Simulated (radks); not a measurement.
# Exchange and kinetic functionals tested on atomic densities: Te⁺, Zn²⁺, Mg, P⁴⁺, Rh⁴⁺, Ba

The task here is to estimate one member of a computed series from the others.

Program: radks (a radial shooting solver on a logarithmic mesh, Libxc functionals) version 1. Level of theory: non-relativistic Kohn-Sham, PBE, spin-polarised, spherical densities, point nucleus; open shells are filled with parallel spins first. These are calculated values, not measurements, unless marked.

### The atom as given

```
species : Te⁺ ([Kr] 4d10 5s2 5p3), Zn²⁺ ([Ar] 3d10), Mg ([Ne] 3s2), P⁴⁺ ([Ne] 3s1), Rh⁴⁺ ([Kr] 4d5), Ba ([Xe] 6s2)
```

Set-up of the first run:

Settings of this run:

```text
Z 52
configuration [Kr] 4d10 5s2 5p3
relativity non-relativistic
functional pbe,pbe
spin polarised
nucleus point
```

Among the steps run: Te⁺, [Kr] 4d10 5s2 5p3.

One table of the session follows, with a row left open; its other results are not shown here.

It belongs to the step «Te⁺, [Kr] 4d10 5s2 5p3». Sizes of the orbitals, from the radial functions (bohr):

```
  level     <r>  outermost maximum (interpolated)  90 % within  nodes
  4p up  0.8341                             0.750         1.22      2
4p down  0.8334                             0.750         1.22      2
  4d up  0.9658                             0.808         1.48      1
4d down       ?                                 ?            ?      ?
  5s up   2.114                              1.86         3.06      4
5s down   2.105                              1.83         3.07      4
  5p up   2.482                              2.14         3.65      3
5p down   2.521                              2.12         3.76      3
```

Q: Estimate the row for 4d down from the others.

As computed: <r>: 0.9599; outermost maximum (interpolated): 0.807; 90 % within: 1.47; nodes: 1. In the column «<r>» it lies between 4p up (0.8341) and 4d up (0.9658).
